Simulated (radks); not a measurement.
# Ionisation energy and size from Hf to Au

The task here is to estimate one member of a computed series from the others.

The numbers are computed with radks (a radial shooting solver on a logarithmic mesh, Libxc functionals) version 1 (scalar-relativistic Kohn-Sham, PBE, spin-unpolarised, spherical densities, finite nucleus), except any that are marked as measured or tabulated.

### The atom as given

```
species : Hf, Ta, W, Re, Os, Ir, Pt, Au
runs    : 16, each species and its next ion
```

Set-up of the first run:

Input:

```text
Z 72
configuration [Xe] 4f14 5d2 6s2
relativity scalar-relativistic
functional pbe,pbe
spin unpolarised
nucleus finite rms 5.347 fm
c 137.035999084
```

Among the steps run: Hf, [Xe] 4f14 5d2 6s2; Hf⁺, [Xe] 4f14 5d1 6s2; Ta, [Xe] 4f14 5d3 6s2; Ta⁺, [Xe] 4f14 5d3 6s1; W, [Xe] 4f14 5d4 6s2; W⁺, [Xe] 4f14 5d4 6s1; Re, [Xe] 4f14 5d5 6s2; Re⁺, [Xe] 4f14 5d5 6s1; Os, [Xe] 4f14 5d6 6s2; Os⁺, [Xe] 4f14 5d6 6s1; Ir, [Xe] 4f14 5d7 6s2; Ir⁺, [Xe] 4f14 5d7 6s1; Pt, [Xe] 4f14 5d9 6s1; Pt⁺, [Xe] 4f14 5d9; Au, [Xe] 4f14 5d10 6s1; Au⁺, [Xe] 4f14 5d10.

One of the session's tables, all rows but one given; the rest of the session is left out.

| species | Δ-SCF (eV) | −ε(HOMO) (eV) | its <r> (bohr) |
| --- | --- | --- | --- |
| Hf | 6.501 | 2.690 | 3.45 |
| Ta | 8.465 | 3.593 | 3.30 |
| W | 8.880 | 4.483 | 3.18 |
| Re | 9.245 | 5.370 | 3.07 |
| Os | 9.573 | 6.144 | 2.98 |
| Ir | 9.875 | 6.327 | 2.90 |
| Pt | ? | ? | ? |
| Au | 9.402 | 5.757 | 2.87 |

**Question.** Estimate the row for Pt.

The run gave: Δ-SCF (eV): 9.188; −ε(HOMO) (eV): 5.654; its <r> (bohr): 2.93. In the column «Δ-SCF (eV)» it lies between W (8.880) and Re (9.245).

Caveats from the session: For Hf, Ta, W, Re the highest level isn't the widest one, so −ε(HOMO) and <r> belong to different orbitals, and Δ-SCF follows the ion's typed configuration. Spin polarisation and multiplet splitting are left out, so open shells lie too high by an amount that depends on their filling.
